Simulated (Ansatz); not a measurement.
# GaClF radical: how energies converge with the basis set

The task here is to estimate one member of a computed series from the others.

The runs use Ansatz 0.2.0, Gaussian basis; one geometry, several basis sets.

Levels to be run: PBE0-D4/def2-SVP; ωB97M-V/def2-SVP; PBE0-D4/def2-QZVPP; ωB97M-V/def2-QZVPP; the functionals' def2-TZVPP values are taken from earlier runs.

**Structure used throughout**

An earlier PBE0-D4 in a triple-zeta def2 set relaxation fixed the geometry.

SMILES `[F][Ga][Cl]`, 3 atoms, charge 0, spin multiplicity 2.

Atoms are counted from 1 here; the program's logs count them from 0.

Bond lengths: F1–Ga2 1.758 Å, Ga2–Cl3 2.157 Å. Angles: F1–Ga2–Cl3 117.7°.

The first run:

in.yaml

```yaml
crystal:
  periodic: [false, false, false]
  atoms:
    - {symbol: F, position_ang: [-1.421132, 0.295865, -0.754813]}
    - {symbol: Ga, position_ang: [0.066353, 0.649595, 0.112183]}
    - {symbol: Cl, position_ang: [1.343879, -1.010259, 0.629331]}
basis:
  gaussian: {orbitals: def2-SVP}
magnetization: {spin_polarized: true, initial_magnetization: 1}
hamiltonian: {xc: pbe0, dispersion: d4}
output: {orbitals: {seedname: orbitals}}
```

Steps of the session up to this table: PBE0-D4 in def2-SVP; ωB97M-V in def2-SVP; PBE0-D4 in def2-QZVPP; ωB97M-V in def2-QZVPP.

One table of the session follows, with a row left open; its other results are not shown here.

It belongs to the step «Density functionals: the series». 

```
functional       basis  HOMO (eV)  LUMO (eV)
   PBE0-D4    def2-SVP      -7.27      -4.07
   PBE0-D4  def2-TZVPP      -7.37      -4.15
   PBE0-D4  def2-QZVPP      -7.41      -4.19
   ωB97M-V    def2-SVP      -9.29      -2.33
   ωB97M-V  def2-TZVPP      -9.41      -2.42
   ωB97M-V  def2-QZVPP          ?          ?
```

Estimate the missing values for ωB97M-V, def2-QZVPP.

**Answer.** HOMO (eV): -9.48; LUMO (eV): -2.53. In the column «HOMO (eV)» it is the lowest.
